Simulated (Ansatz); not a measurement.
## ClFH2Si, SMILES F[SiH2]Cl: energies of removing a hydrogen, step by step

Program: the Ansatz DFT code, driven from Python.

Input file `clfh2si.xyz`:
```text
5

F    -0.46930    0.11860    1.54190
Si    0.06520   -0.07660    0.05740
Cl   -1.07960    0.97790   -1.31200
H     0.06310   -1.50370   -0.29650
H     1.47050    0.41010   -0.03210
```

Typed at the interpreter:
```pycon
>>> import ansatz
>>> def total_energy(molecule, charge=0, unpaired=0):
...     calc = molecule.calculation().basis(gaussian="pcseg-2").functional("hf")
...     if charge:
...         calc = calc.charge(charge)
...     if unpaired:
...         calc = calc.spin("collinear", total=unpaired)
...     report = calc.run().report
...     if report["published_state_doubts"]:
...         print("  doubts:", report["published_state_doubts"])
...     return report["free_energy_ev"]
...
>>> def without(molecule, index):
...     rest = ansatz.Crystal.molecule()
...     for i, site in enumerate(molecule.cartesian_sites):
...         if i != index:
...             rest = rest.atom(site.symbol, site.position_ang)
...     return rest
...
>>> molecule = ansatz.Crystal.molecule_from_extxyz("clfh2si.xyz")
>>> whole = total_energy(molecule, 0)

>>> hydrogen = total_energy(ansatz.Crystal.molecule().atom("H", (0, 0, 0)), 0, 1)
>>> print(f"E(molecule) = {whole:.5f} eV, E(H) = {hydrogen:.5f} eV")
E(molecule) = -23108.38804 eV, E(H) = -13.60238 eV
>>> for index in [4]:
...     radical = total_energy(without(molecule, index), 0, 1)
...     print(f"H{index}: homolysis {23.060548 * (radical + hydrogen - whole):.1f} kcal/mol")
...
H4: homolysis 79.8 kcal/mol
```

Total energies depend on the basis set; only differences at equal settings carry meaning. The geometry is a force-field or estimated start, not a minimum of this method, and the basis set is short of its limit. All parts are taken at fixed geometry, without zero-point energy. Hartree-Fock leaves correlation out, so bond, atomisation and ionisation energies come out well too low. It ran for 3 s on 1 thread of Arm Neoverse V2, on a shared host, peak memory 0.27 GiB.

(Lines on the test bed's own set-up are left out of the output.)
